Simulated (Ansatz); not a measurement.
Input of an Ansatz 0.2.0 run:

File input.yaml:

```yaml
crystal:
  lattice:
    - [6.06147, 0.0, 0.0]
    - [-2.48324, 5.5845, 0.0]
    - [-2.28447, -2.42817, 13.72687]
  atoms:
    - { symbol: Ba, position: [0.88251, 0.01561, 0.4732] }
    - { symbol: Ba, position: [0.57886, 0.79688, 0.88922] }
    - { symbol: V, position: [0.26936, 0.1058, 0.98468], spin: 2.0 }
    - { symbol: V, position: [0.11629, 0.5582, 0.33914], spin: 2.0 }
    - { symbol: V, position: [0.60807, 0.30696, 0.66552], spin: 2.0 }
    - { symbol: Tl, position: [0.48361, 0.28991, 0.38373] }
    - { symbol: Tl, position: [0.08311, 0.07485, 0.74869] }
    - { symbol: Tl, position: [0.77279, 0.89398, 0.17719] }
    - { symbol: Tl, position: [0.29791, 0.66599, 0.60107] }
    - { symbol: Tl, position: [0.97201, 0.46636, 0.0474] }
    - { symbol: O, position: [0.02458, 0.05647, 0.04354] }
    - { symbol: O, position: [0.16369, 0.86975, 0.88754] }
    - { symbol: O, position: [0.33585, 0.37289, 0.93818] }
    - { symbol: O, position: [0.53308, 0.10242, 0.04892] }
    - { symbol: O, position: [0.42674, 0.67762, 0.40063] }
    - { symbol: O, position: [0.95197, 0.64202, 0.41211] }
    - { symbol: O, position: [0.00696, 0.24041, 0.32565] }
    - { symbol: O, position: [0.08373, 0.64865, 0.23032] }
    - { symbol: O, position: [0.8589, 0.33214, 0.61652] }
    - { symbol: O, position: [0.63673, 0.58163, 0.7239] }
    - { symbol: O, position: [0.56343, 0.0992, 0.74423] }
    - { symbol: O, position: [0.34984, 0.20226, 0.56862] }
hamiltonian:
  xc: pbe
  pseudopotentials: { kind: paw }
magnetization:
  spin_polarized: true
kpoints:
  mp_grid: { grid: [4, 4, 2] }
scf:
  occupations: { method: gaussian, width: 0.01 }
output:
  eigenvalues: true
dielectric:
  method: response
```

Potentials or basis: Ansatz PAW.

Launch:

```sh
$ ansatz run input.yaml --threads 8 --pin off --max-ram 20480MiB --backend cpu --events-out ev --progress --plain --runs-dir out
```

(1) Predict the electronic dielectric tensor (diagonal).

(2) Predict the Born charges (mean of the diagonal).

(3) Estimate the net moment.

## Answers

(1) 4.33, 4.01, 4.01.

(2) Ba +3.14, +3.02; V +3.18, +3.32, +3.25; Tl +1.69, +1.77, +1.80, +1.75, +1.74; O -2.25, -1.88, -1.81, -2.10, -2.18, -2.11, -2.05, -1.98, -2.09, -2.06, -2.08 e.

(3) 0.00 μB per cell.

Caveat: spin-orbit coupling is left out, which as a rule narrows the gap of such compounds by several tenths of an eV.
